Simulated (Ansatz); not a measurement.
Here is an Ansatz input file for LiY3 (distorted cell). Write the same calculation for the Python package.

```yaml
crystal:
  lattice: { a: 5.012401, b: 4.918516, c: 4.938168, alpha: 89.17992, beta: 88.12441, gamma: 90.21139 }
  atoms:
    - { symbol: Li, position: [0.9848, 0.99342, 0.00133] }
    - { symbol: "Y", position: [0.50517, 0.50866, 0.99764] }
    - { symbol: "Y", position: [0.51179, 0.98624, 0.48987] }
    - { symbol: "Y", position: [0.00082, 0.48583, 0.48308] }
basis:
  ecutwfc: 600.0
kpoints:
  mp_grid: { grid: [4, 4, 4], shift: [0.0, 0.0, 0.0] }
hamiltonian:
  xc: r2scan
scf:
  occupations: { method: methfessel_paxton, width: 0.05 }
output:
  write_density: true
  volumetric_format: cube
  dos: { de: 0.05, method: { smearing: { sigma: 0.15 } }, projected: true }
  eigenvalues: true
```

Launched from the shell:
```console
$ ansatz run input.yaml --threads 1 --pin off --max-ram 3072MiB --backend cpu --events-out ev --progress --plain --runs-dir out
Engine: ansatz 0.2.0, aarch64-unknown-linux-gnu
Pseudopotentials: kind: paw
Pseudopotential: Li, paw, valence charge 3, recommended cutoff 500 eV (meta_gga), Li.paw.azcp
Pseudopotential: Y, paw, valence charge 11, recommended cutoff 500 eV (meta_gga), Y.paw.azcp
Functional definition: r2SCAN
  parameter k0 = 0.174
  parameter k1 = 0.065
  parameter a1 = 4.9479
  exchange = r2scan_x(k0 = k0, k1 = k1, a1 = a1)
  correlation = r2scan_c
Crystal: 4 atoms, lattice volume = 121.665 Å³
Basis set: ecut = 600 eV, 4027 PW (Γ), exchange–correlation on 180×160×160 points (64 copies of the dense FFT grid, shifted against one another)
Bands: 22, of which v1, the nominal top of the filled ones, is band 18 counted from 1 (17 counted from 0)
Symmetry: 1 space group operations
Space group: P1 (ITA 1), of the structure as read, at distance tolerance 5.0e-5 Å
k-points: 36 of 64 (time reversal used)
Non-local potential: Li, projectors of the file, l = 0: 3, l = 1: 2, l = 2: 1
Non-local potential: Y, projectors of the file, l = 0: 3, l = 1: 2, l = 2: 2, l = 3: 1
PAW form: soft (Blöchl's): semilocal exchange-correlation on the pseudo side does not see the compensation charge
PAW frozen core: Y, regenerated for the run's functional (the file was generated under x = pbe(κ = 0.804, μ = 0.2195149727645171), c = pbe(β = 0.06672455060314922))
PAW one-centre angular grid: Li, 302 points (default); XC on 327 of its mesh's 2665 points in the sphere
PAW one-centre angular grid: Y, 590 points (default); XC on 160 Gauss nodes
Initial density: superposition of atomic densities (neutral atoms: chi_scale 0, normalization atom), corrected by the library's trained network
Initial wavefunctions: pseudopotential atomic-orbital guess
Functional: x = r2scan, c = r2scan; τ floored in thin density (d = 2e-4 eV/Å³)
SCF iter   1: F=—  HF=-11783.269300 eV  |F-HF|=—  |Δ(HF+E_count)|=         —  Δρ=4.28e-3  dr2=1.54e-2  dr2_τ=4.24e-3  ethr=1.77e-3  ⟨swp⟩=5.4  Hψ=3828  notcnv=0
preconditioner: auto → Kerker (q_TF=auto, 2.227 Å⁻¹)  [metal: Δε(μ)=0.005 eV  Ē_g=2.049 eV  σ=0.050 eV  W_gap=0.09  n_scr=24 (ndim 8)  ℏωp=10.6 eV  f_vac=0.000  D(μ)=9.43/eV (n_scr^D=94)]
SCF iter   2: F=—  HF=-11783.328684 eV  |F-HF|=—  |Δ(HF+E_count)|=   5.94e-2  S|Δr|=    0.00e0  Δρ=2.68e-3  dr2=7.18e-3  dr2_τ=2.34e-4  ethr=4.27e-5  ⟨swp⟩=2.0  Hψ=1872  notcnv=0
SCF iter   3: F=—  HF=-11783.330254 eV  |F-HF|=—  |Δ(HF+E_count)|=   1.57e-3  S|Δr|=    0.00e0  Δρ=9.37e-4  dr2=1.21e-3  dr2_τ=7.03e-5  ethr=1.99e-5  ⟨swp⟩=3.0  Hψ=1451  notcnv=0
SCF iter   4: F=—  HF=-11783.330655 eV  |F-HF|=—  |Δ(HF+E_count)|=   4.01e-4  S|Δr|=    0.00e0  Δρ=2.76e-4  dr2=1.31e-4  dr2_τ=3.48e-6  ethr=3.35e-6  ⟨swp⟩=2.9  Hψ=1414  notcnv=0
SCF iter   5: F=—  HF=-11783.330697 eV  |F-HF|=—  |Δ(HF+E_count)|=   4.16e-5  S|Δr|=    0.00e0  Δρ=7.09e-5  dr2=9.45e-6  dr2_τ=1.53e-6  ethr=3.65e-7  ⟨swp⟩=3.0  Hψ=1458  notcnv=0
SCF iter   6: F=—  HF=-11783.330624 eV  |F-HF|=—  |Δ(HF+E_count)|=   7.26e-5  S|Δr|=    0.00e0  Δρ=3.34e-5  dr2=2.33e-6  dr2_τ=1.04e-7  ethr=2.63e-8  ⟨swp⟩=2.7  Hψ=1332  notcnv=0
SCF iter   7: F=-11783.330625 eV  HF=-11783.330625 eV  |F-HF|=2.62e-8  |Δ(HF+E_count)|=   8.32e-7  S|Δr|=    0.00e0  Δρ=7.38e-6  dr2=9.96e-8  dr2_τ=1.03e-8  ethr=2.78e-10  ⟨swp⟩=1.6  Hψ=2477  notcnv=0
SCF 1 converged in 7 iterations: F = -11783.330625 eV  dr2 = 9.96e-8
  greatest PAW one-centre occupation: 0.999 electrons in one spin orbital (limit 2), on the Li atom at site 0 (counted from 0), in its partial waves of l = 0
SCF converged after 7 iterations
Stability not checked: this state was not tested for a lower state beside it, because cold or Methfessel-Paxton smearing, or corrected tetrahedra, fill the levels in a way that the test cannot read (fill_not_monotonic; see scf.lower_state_search)
Free energy (F): -11783.330625 eV
Harris-Foulkes:  -11783.330625 eV  (|F-HF|=2.62e-8)
Internal energy: -11783.329570 eV  (E = F + TS)
E sigma→0 (E₀):  -11783.330361 eV
Entropy (-TS):   -0.001056 eV (-0.264 meV/atom)
Fermi energy:    7.719643 eV
--- Per-component energies (eV) ---
  E_band       = -522.229062
  E_kinetic    = 932.542978
  E_local      = -2154.029976  (includes V_loc(G=0)·N_el)
  E_nonlocal   = 117.106309
  E_hartree    = 692.984504
  E_xc         = -510.770131
  E_vxc        = -676.364342  (∫ρ·V_xc dr)
  E_paw        = -8546.905177  (= ΣΔE_a)
  E_vpaw       = -164.848171  (= ΣTr[D̂ρ^β])
  E_aug_tail   = -0.000037  (compensation charges beyond the density's cutoff)
  E_vtau       = 37.398392  (kinetic-family band-sum trace: ∫τ·v_τ [+ j·A + Jᵃ·Aᵃ] dr)
  E_ewald      = -2313.796180
  E_core_change = -0.461860  (= ΣΔE_core)
  E_smearing   = -0.001056  (= −TS)
  E_closure    = 0.000000  (closes the sum)
  Σ components = -11783.330625   (vs F -11783.330625, Δ=0.00e0)
--- Band table (eV; the first three rows and the last of 36) ---
  k-point 0: bands = ["-39.3314", "-36.6974", "-36.6119", "-36.5928", "-16.2617", "-16.2408", "-16.2087", "-15.9573", "-15.9452", "-15.9039", "-15.7680", "-15.7584", "-15.7343", "2.9742", "5.6810", "7.0162", "7.0751", "7.4103", "7.4416", "7.5421", "9.4905", "9.6817"]
  k-point 1: bands = ["-39.3314", "-36.6860", "-36.6167", "-36.5993", "-16.2116", "-16.1956", "-16.1681", "-15.9785", "-15.9426", "-15.9198", "-15.8342", "-15.7873", "-15.7669", "3.4804", "5.9165", "6.5887", "7.4948", "7.5414", "7.6522", "7.7274", "9.0782", "9.2162"]
  k-point 2: bands = ["-39.3314", "-36.6691", "-36.6298", "-36.6029", "-16.1574", "-16.1335", "-16.0545", "-16.0100", "-15.9817", "-15.9610", "-15.9264", "-15.8178", "-15.7884", "4.5056", "5.1680", "6.6666", "7.6876", "7.7907", "7.8706", "8.4040", "8.8685", "8.9721"]
  k-point 35: bands = ["-39.3313", "-36.6494", "-36.6291", "-36.6218", "-16.4096", "-16.2105", "-16.1907", "-16.1856", "-15.7975", "-15.7772", "-15.7685", "-15.7597", "-15.7483", "5.9299", "6.2518", "6.3323", "6.3930", "7.9460", "8.0133", "8.1305", "8.4217", "9.4127"]
```

`liy3.py`
```python
"""SCF run for LiY3 with displaced atoms."""

from pathlib import Path

import ansatz as az
from ase.io.cube import read_cube_data
from ase.units import Bohr
import numpy as np

liy3 = (
    az.Lattice.from_parameters(5.012401, 4.918516, 4.938168, alpha=89.17992, beta=88.12441, gamma=90.21139)
    .atom("Li", (0.9848, 0.99342, 0.00133))
    .atom("Y", (0.50517, 0.50866, 0.99764))
    .atom("Y", (0.51179, 0.98624, 0.48987))
    .atom("Y", (0.00082, 0.48583, 0.48308))
)

# the calculation
model = (
    liy3.calculation()
    .functional("r2SCAN")
    .basis(600)
    .kpoints(4, 4, 4, center="gamma")
    .occupations("methfessel_paxton", width=0.05)
    .density()
    .output_files(volumetric_format="cube")
    .density_of_states(energy_step=0.05, method="smearing", broadening_width=0.15, projected=True)
    .band_table()
)
session = model.session()
planned = session.plan(threads=1)
out = planned.execute()
summary = out.report

print(f"free energy      {summary['free_energy_ev']:.5f} eV")
print(f"per atom         {summary['free_energy_ev'] / len(out.lattice.sites):.5f} eV")
print(f"SCF iterations   {summary['n_iterations']}  (converged: {summary['converged']})")

# cube files hold the density in electrons per cubic bohr
folder = Path(out.write_results("cubes"))
print("\n".join((folder / "rho.cube").read_text().splitlines()[: 6 + 4]))
values, cube_atoms = read_cube_data(str(folder / "rho.cube"))
print("electrons from the file:", round(values.mean() * cube_atoms.get_volume() / Bohr ** 3, 3))

print(len(summary["kpoints_frac"]), "irreducible k-points (fractions, weight)")
for k, weight in list(zip(summary["kpoints_frac"], summary["kweights"]))[:20]:
    print("  {:8.4f} {:8.4f} {:8.4f}".format(*k), f"{weight:10.6f}")

for term in (az.EnergyTerm.SMEARING, az.EnergyTerm.DISPERSION):
    print(f"F without {term.name.lower()}: {az.free_energy_without(summary, term):.5f} eV")

# first and second moments of the projected d states
dos = out.density_of_states()
energy = np.asarray(dos.energies_ev) - dos.fermi_ev
window = (energy > -12) & (energy < 4)
for index, site in enumerate(out.projected_density_of_states().sites):
    for shell in site.shells:
        if shell.l == 2:
            g = sum(np.sum(part.g_bin_mean_per_ev, axis=0) for part in shell.curves)[window]
            if g.sum() > 1e-6:
                centre = (g * energy[window]).sum() / g.sum()
                width = np.sqrt((g * (energy[window] - centre) ** 2).sum() / g.sum())
                print(f"site {index} {site.species} {shell.label}: centre {centre:.3f} eV, rms width {width:.3f} eV")

fermi = summary["fermi_energy_ev"]
print("levels less the Fermi level (eV) at the first k-points (first spin channel where there are two)")
for k, levels in list(zip(summary["kpoints_frac"], summary["eigenvalues_ev"]))[:6]:
    print("k = ({:.3f}, {:.3f}, {:.3f})".format(*k))
    print("   ", " ".join(f"{e - fermi:.3f}" for e in levels))
```

```console
$ python liy3.py
free energy      -11783.33063 eV
per atom         -2945.83266 eV
SCF iterations   7  (converged: True)
ansatz rho
values in e/bohr^3 (x slowest, z fastest)
    4    0.000000    0.000000    0.000000
   45    0.210490    0.000000    0.000000
   40   -0.000857    0.232365    0.000000
   40    0.007636    0.003367    0.233145
    3    3.000000    9.294430    9.233606    0.012403
   39   39.000000    5.072263    4.862156    9.303804
   39   39.000000    4.963506    9.232672    4.568436
   39   39.000000    0.138651    4.580654    4.505114
electrons from the file: 36.0
36 irreducible k-points (fractions, weight)
    0.0000   0.0000   0.0000   0.015625
    0.0000   0.0000   0.2500   0.031250
    0.0000   0.0000  -0.5000   0.015625
    0.0000   0.2500   0.0000   0.031250
    0.0000   0.2500   0.2500   0.031250
    0.0000   0.2500  -0.5000   0.031250
    0.0000   0.2500  -0.2500   0.031250
    0.0000  -0.5000   0.0000   0.015625
    0.0000  -0.5000   0.2500   0.031250
    0.0000  -0.5000  -0.5000   0.015625
    0.2500   0.0000   0.0000   0.031250
    0.2500   0.0000   0.2500   0.031250
    0.2500   0.0000  -0.5000   0.031250
    0.2500   0.0000  -0.2500   0.031250
    0.2500   0.2500   0.0000   0.031250
    0.2500   0.2500   0.2500   0.031250
    0.2500   0.2500  -0.5000   0.031250
    0.2500   0.2500  -0.2500   0.031250
    0.2500  -0.5000   0.0000   0.031250
    0.2500  -0.5000   0.2500   0.031250
F without smearing: -11783.32957 eV
F without dispersion: -11783.33063 eV
site 1 Y 4D: centre -0.037 eV, rms width 0.978 eV
site 2 Y 4D: centre -0.036 eV, rms width 0.978 eV
site 3 Y 4D: centre -0.035 eV, rms width 0.973 eV
levels less the Fermi level (eV) at the first k-points (first spin channel where there are two)
k = (0.000, 0.000, 0.000)
    -47.051 -44.417 -44.332 -44.312 -23.981 -23.960 -23.928 -23.677 -23.665 -23.624 -23.488 -23.478 -23.454 -4.745 -2.039 -0.703 -0.645 -0.309 -0.278 -0.178 1.771 1.962
k = (0.000, 0.000, 0.250)
    -47.051 -44.406 -44.336 -44.319 -23.931 -23.915 -23.888 -23.698 -23.662 -23.639 -23.554 -23.507 -23.487 -4.239 -1.803 -1.131 -0.225 -0.178 -0.067 0.008 1.359 1.497
k = (0.000, 0.000, -0.500)
    -47.051 -44.389 -44.349 -44.323 -23.877 -23.853 -23.774 -23.730 -23.701 -23.681 -23.646 -23.537 -23.508 -3.214 -2.552 -1.053 -0.032 0.071 0.151 0.684 1.149 1.252
k = (0.000, 0.250, 0.000)
    -47.051 -44.406 -44.335 -44.320 -23.943 -23.903 -23.888 -23.686 -23.671 -23.640 -23.556 -23.518 -23.477 -4.236 -1.794 -1.119 -0.229 -0.123 -0.084 -0.032 1.352 1.469
k = (0.000, 0.250, 0.250)
    -47.051 -44.397 -44.337 -44.327 -23.962 -23.870 -23.824 -23.757 -23.655 -23.642 -23.595 -23.525 -23.470 -3.774 -1.473 -1.111 -0.426 -0.225 -0.003 0.390 0.855 1.320
k = (0.000, 0.250, -0.500)
    -47.051 -44.381 -44.349 -44.330 -23.910 -23.871 -23.808 -23.731 -23.714 -23.680 -23.560 -23.544 -23.502 -2.729 -2.275 -0.795 -0.527 -0.050 0.226 0.611 0.798 1.273
```

Reading the output:
- Total energies depend on the potentials; only differences at equal settings carry meaning.
- For a metal this k-point mesh is coarse: on a finer one energies can move by several to tens of meV an atom and pressures by half a GPa or more, differences at one mesh by less.
- Projections exist only for the shells that the potentials hold, some of them semicore, and samples at single energies can miss narrow peaks.
- Grid values close to the nuclei reflect the PAW or pseudopotential construction, not the all-electron fields.
- The cell is a database structure, distorted on purpose.
- Gaps and levels are Kohn-Sham values on a finite set of k-points, without spin-orbit coupling.
- The computed bands are complete only to about 1.2 eV above the Fermi level; beyond that the density of states is undercounted.
- A band centre counts only the states inside the window taken.
- Hardware and time: 34 s on 1 thread of Arm Neoverse V1 (shared host), peak memory 0.72 GiB.

(Lines on the test bed's own set-up are left out of the output.)
